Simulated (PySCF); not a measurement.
# C2H5B2N: the cost of one run

The runs use PySCF 2.14.0, with density-fitted response routines of our own; the level of theory stands in each step. All values are computed, except where a source is named. Atoms count from 0, in the outputs and in this text.

### Step 1. The molecule as given

10 atoms, charge 0, multiplicity 1; geometry from: GFN2-xTB. The atoms were then displaced at random by about 0.01 Å, so the start is not that level's minimum.

Bonds of the start (Å): C0–C1 1.24, C1–B2 1.52, B2–B3 1.61, B3–N4 1.40, C0–H5 1.02, B2–H6 1.18, B3–H7 1.19, N4–H8 1.01, N4–H9 1.02.

### Step 2. Geometry optimisation at PBE0-D3(BJ)/def2-SVP

The job: settings as JSON, then the geometry in Å.

```
{"job": {"xc": "PBE0", "basis": "def2-SVP", "d3": "d3bj", "grid": 1, "shake": 0.01, "kind": "geom"}, "charge": 0, "multiplicity": 1}
C      2.723420    -0.335440     0.378140
C      1.669840     0.053910    -0.144940
B      0.364730     0.505580    -0.773290
B     -1.013020    -0.267750    -0.448270
N     -1.896130     0.039210     0.595510
H      3.597320    -0.622180     0.818990
H      0.477500     1.407900    -1.518140
H     -1.400740    -1.148460    -1.144670
H     -2.765030    -0.421030     0.811900
H     -1.707450     0.767320     1.290010
```

On the command line:

```console
$ OMP_NUM_THREADS=1 python probes_run.py task.json out
```

This one command runs all jobs of the session in turn.

Q: Estimate the wall time and peak memory of this first job on 1 thread of Arm Neoverse V2, shared host.

About 15 s, with a peak of 0.38 GiB.
